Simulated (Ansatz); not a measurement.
Debugging a ladder of methods at one geometry of GeH6N2O, SMILES [NH2][GeH]([NH2])[OH] (Ansatz 0.2.0, Python API).

The script reads `geh6n2o.xyz`:
```text
10

N    -1.43680    0.54670   -0.44400
Ge    0.16400   -0.22490   -0.17140
N     0.29200   -0.69400    1.61170
O     1.55160    0.92790   -0.60650
H    -1.50800    0.87010   -1.47770
H    -1.48830    1.48690    0.10620
H     0.30280   -1.49110   -1.04670
H     1.27380   -1.18020    1.71840
H    -0.42270   -1.37770    1.86040
H     1.35460    1.08510   -1.54740
```

`methods_geh6n2o.py`
```python
# -*- coding: utf-8 -*-
"""GeH6N2O at several levels of theory."""

import warnings

import ansatz as az

SETTINGS = {
    "basis_set": "def2-SVP",
}

warnings.simplefilter("ignore", az.DeckWarning)

geometry = az.Crystal.molecule_from_extxyz("geh6n2o.xyz")

base = (
    geometry.calculation()
    .basis(gaussian=SETTINGS["basis_set"])
    .stress()
)

methods = ["mp2", "ccsd", "ccsd_t"]
reports = [base.correlation(m).run(threads=1, backend="cpu").report for m in methods]
print(f"Hartree-Fock reference {reports[0]['reference_energy_ev'] / 27.211386246:.6f} Ha")
best = reports[-1]["free_energy_ev"] - reports[-1]["reference_energy_ev"]
for method, each in zip(methods, reports):
    gained = each["free_energy_ev"] - each["reference_energy_ev"]
    print(f"{method:8s} total {each['free_energy_ev'] / 27.211386246:.6f} Ha  correlation {gained:9.4f} eV  ({100 * gained / best:.1f} % of the last)")
```

Running `python methods_geh6n2o.py` prints:
```text
Traceback (most recent call last):
  File "methods_geh6n2o.py", line 23, in <module>
    reports = [base.correlation(m).run(threads=1, backend="cpu").report for m in methods]
               ~~~~~~~~~~~~~~~~~~~~~~~^^^^^^^^^^^^^^^^^^^^^^^^^^
  ...
ansatz.RefusalError: invalid value for `basis.gaussian`: such a run doesn't read output.stress; remove what it names
```
(Library frames cut from the traceback.)

Why does it end like this?

The fault: a molecule has no stress. The correction:

```diff
--- before
+++ after
@@ -18,3 +18,2 @@
     .basis(gaussian=SETTINGS["basis_set"])
-    .stress()
 )
```

The mended script runs so:

```console
$ python methods_geh6n2o.py
Hartree-Fock reference -2262.234049 Ha
mp2      total -2263.010099 Ha  correlation  -21.1174 eV  (94.6 % of the last)
ccsd     total -2263.033220 Ha  correlation  -21.7466 eV  (97.4 % of the last)
ccsd_t   total -2263.054615 Ha  correlation  -22.3287 eV  (100.0 % of the last)
```

Reading the output:
- Total energies depend on the basis set; only differences at equal settings carry meaning.
- The geometry is a force-field or estimated start, not a minimum of this method, and the basis set is short of its limit. A lower total doesn't mark the better method: functionals have no common bound, and MP2 and coupled cluster aren't variational.
- Inner cores stay frozen; a filled d shell under the valence of the heavier atoms is correlated with it.
- Hardware and time: 58 s on 1 thread of Arm Neoverse N1, on a shared host, peak memory 0.54 GiB.
